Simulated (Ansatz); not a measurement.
A first try at the interaction energy of a dimer with the counterpoise correction of BrI, using the Ansatz DFT code, driven from Python.

Script `bri_dimer.py`:
```python
'''Interaction energy of two BrI molecules, with the counterpoise correction.'''

import ansatz as az

CUTOFF_EV = 'def2-SVPD'
FUNCTIONAL = 'r2scan'

FIRST = [
    ('I', (0.0, 0.0, -1.2125)),
    ('Br', (0.0, 0.0, 1.2125)),
]
SECOND = [
    ('I', (-3.11, -0.4056, -0.6555)),
    ('Br', (-4.6164, 1.1082, 0.4933)),
]

def energy(atoms, ghosts=()):
    molecule = az.Crystal.molecule()
    for symbol, xyz in atoms:
        molecule = molecule.atom(symbol, xyz)
    calc = (
        molecule.calculation()
        .basis(CUTOFF_EV)
        .functional(FUNCTIONAL)
    )
    deck = calc.input()
    if ghosts:
        deck = deck.set(az.key.basis.gaussian.ghost_atoms, [{'symbol': s, 'position_ang': list(xyz)} for s, xyz in ghosts])
    return az.Session.from_dict(deck).plan().execute().report['free_energy_ev']

# monomers in their own basis and in the basis of the dimer
both = energy(FIRST + SECOND)
alone = energy(FIRST) + energy(SECOND)
ghosted = energy(FIRST, SECOND) + energy(SECOND, FIRST)
print(f'dimer {both:.6f} eV')
print(f'interaction, uncorrected   {96.485332 * (both - alone):8.3f} kJ/mol')
print(f'interaction, counterpoise  {96.485332 * (both - ghosted):8.3f} kJ/mol')
print(f'basis-set superposition    {96.485332 * (alone - ghosted):8.3f} kJ/mol')
```

Output of `python bri_dimer.py`:
```text
Traceback (most recent call last):
  File "bri_dimer.py", line 32, in <module>
    both = energy(FIRST + SECOND)
  File "bri_dimer.py", line 23, in energy
    .basis(CUTOFF_EV)
     ~~~~~^^^^^^^^^^^
  ...
ansatz.errors.InputError: .basis: cutoff (an energy: a number in eV, or e.g. 30 * az.Ry) is a number, got 'def2-SVPD'
```
(Library frames cut from the traceback.)

What is wrong, and how is it mended?

The fault: the basis name must go under gaussian=. Mended:

```diff
--- before
+++ after
@@ -4,3 +4,3 @@
 
-CUTOFF_EV = 'def2-SVPD'
+BASIS = 'def2-SVPD'
 FUNCTIONAL = 'r2scan'
@@ -22,3 +22,3 @@
         molecule.calculation()
-        .basis(CUTOFF_EV)
+        .basis(gaussian=BASIS)
         .functional(FUNCTIONAL)
```

The mended script runs so:

```console
$ python bri_dimer.py
dimer -156282.943668 eV
interaction, uncorrected     36.381 kJ/mol
interaction, counterpoise    38.680 kJ/mol
basis-set superposition       2.300 kJ/mol
```

Caveats:
- Total energies depend on the basis set; only differences at equal settings carry meaning.
- The dimer is a generated trial pose of unrelaxed monomers, not a minimum, so the figure is no binding energy, and the basis set is small.
- def2 sets replace the cores of elements past krypton by effective core potentials.
- This level lacks the dispersion part of the attraction (electrostatics and induction are there), which can decide the sign where the interaction is weak.
- The spin state was assumed, and another may lie lower.
- The whole script took 32 s on 1 thread of Arm Neoverse V2, with other jobs on the host, peak memory 0.32 GiB.
